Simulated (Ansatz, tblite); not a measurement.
# The cluster Be2F5−: rung by rung

How do method and basis change the picture of the cluster Be2F5− (singlet)?

Program: Ansatz 0.2.0, Gaussian basis. Level of theory: as each input shows. These are calculated values, not measurements.

The runs, in order: GFN1-xTB, GFN2-xTB, PBE-D4/def2-TZVPD, r2SCAN-D4/def2-TZVPD, B3LYP-D4/def2-TZVPD, r2SCAN0-D4/def2-TZVPD, r2SCANh-D4/def2-TZVPD, CAM-B3LYP-D4/def2-TZVPD, ωB97X-V/def2-TZVPD, B97M-V/def2-TZVPD, HSE06-D4/def2-TZVPD, PBE-D4/def2-SVPD, PBE0-D4/def2-SVPD, HF/STO-3G, HF/6-31G, B3LYP-D4/6-31G, CCSD(T)/def2-SVPD, MP2/def2-TZVPD, RPA/def2-TZVPD.

1 further run of the same task is left out (set aside as unsound or not needed). Runs told in other sessions of the task aren't counted.

### Step 1. The geometry

The singlet was relaxed beforehand with PBE-D4/def2-SVPD. At that level it is the lowest of the isomers that a small search found.

7 atoms, charge -1, spin multiplicity 1.

Bond lengths: Be1–F3 1.468 Å, Be1–F4 1.466 Å, Be1–F5 1.577 Å, Be2–F5 1.577 Å, Be2–F6 1.466 Å, Be2–F7 1.468 Å. Angles: F3–Be1–F4 129.2°, F3–Be1–F5 115.0°, F4–Be1–F5 115.8°, F5–Be2–F6 115.8°, F5–Be2–F7 115.0°, F6–Be2–F7 129.2°, Be1–F5–Be2 147.2°.

The ion is computed in the gas phase, without counter-ions or solvent.

PBE0-D4/def2-TZVPD was run before; its log isn't repeated, and its numbers join the tables.

### Step 2. GFN1-xTB

Tight binding, by tblite at 300 K electronic temperature and without a spin-polarisation term:

```python
tblite.interface.Calculator('GFN1-xTB', numbers, positions, charge=-1, uhf=0).singlepoint()
```

Energy -755.4316 eV, HOMO -7.74 eV, LUMO -1.05 eV; 0.003 s.

### Step 3. GFN2-xTB

Tight binding, by tblite at 300 K electronic temperature and without a spin-polarisation term:

```python
tblite.interface.Calculator('GFN2-xTB', numbers, positions, charge=-1, uhf=0).singlepoint()
```

Energy -698.4808 eV, HOMO -8.16 eV, LUMO 0.21 eV; 0.003 s.

### Step 4. PBE-D4/def2-TZVPD

start.molden holds the orbitals of an earlier run on this state, given as this run's starting guess.

in.yaml

```yaml
crystal:
  periodic: [false, false, false]
  atoms:
    - {symbol: Be, position_ang: [0.010794, -1.043688, -1.094987]}
    - {symbol: Be, position_ang: [0.018199, 1.077195, 1.063006]}
    - {symbol: F, position_ang: [-0.415934, -0.851806, -2.485965]}
    - {symbol: F, position_ang: [0.291466, -2.290098, -0.376291]}
    - {symbol: F, position_ang: [0.249151, 0.286220, -0.281102]}
    - {symbol: F, position_ang: [-1.293763, 0.897748, 1.691405]}
    - {symbol: F, position_ang: [1.140077, 1.924429, 1.483924]}
basis:
  gaussian: {orbitals: def2-TZVPD, initial_orbitals: start.molden}
total_charge: -1
hamiltonian: {xc: pbe, dispersion: d4}
scf: {omitted_lower_state_checks: [starts]}
output: {orbitals: {seedname: orbitals}}
```

Command:

```sh
$ ansatz run in.yaml --threads 4 --pin off --events-out ev --progress --plain --max-ram 3916MiB
```

Further steps of the session: r2SCAN-D4/def2-TZVPD; B3LYP-D4/def2-TZVPD; r2SCAN0-D4/def2-TZVPD; r2SCANh-D4/def2-TZVPD; CAM-B3LYP-D4/def2-TZVPD; ωB97X-V/def2-TZVPD; B97M-V/def2-TZVPD; HSE06-D4/def2-TZVPD; PBE-D4/def2-SVPD; PBE0-D4/def2-SVPD; HF/STO-3G; HF/6-31G; B3LYP-D4/6-31G; CCSD(T)/def2-SVPD; MP2/def2-TZVPD; RPA/def2-TZVPD.

**Question.** What will the summary of the whole plan be? Wanted: gap in def2-TZVPD, named functionals, smallest and largest; correlation energy, CCSD(T)/def2-SVPD; correlation energy, MP2/def2-TZVPD; PBE0 total energy, smallest basis above largest.

**Answer**, as computed:

| quantity | value |
| --- | --- |
| gap in def2-TZVPD, named functionals, smallest and largest | 6.77 eV (PBE-D4), 12.86 eV (ωB97X-V) |
| correlation energy, CCSD(T)/def2-SVPD | -30.24 eV |
| correlation energy, MP2/def2-TZVPD | -39.15 eV |
| PBE0 total energy, smallest basis above largest | 16.44 eV (def2-SVPD, def2-TZVPD) |

What this shows: Over the named functionals in def2-TZVPD the gap runs from 6.77 eV (PBE-D4) to 12.86 eV (ωB97X-V); exact exchange widens it.
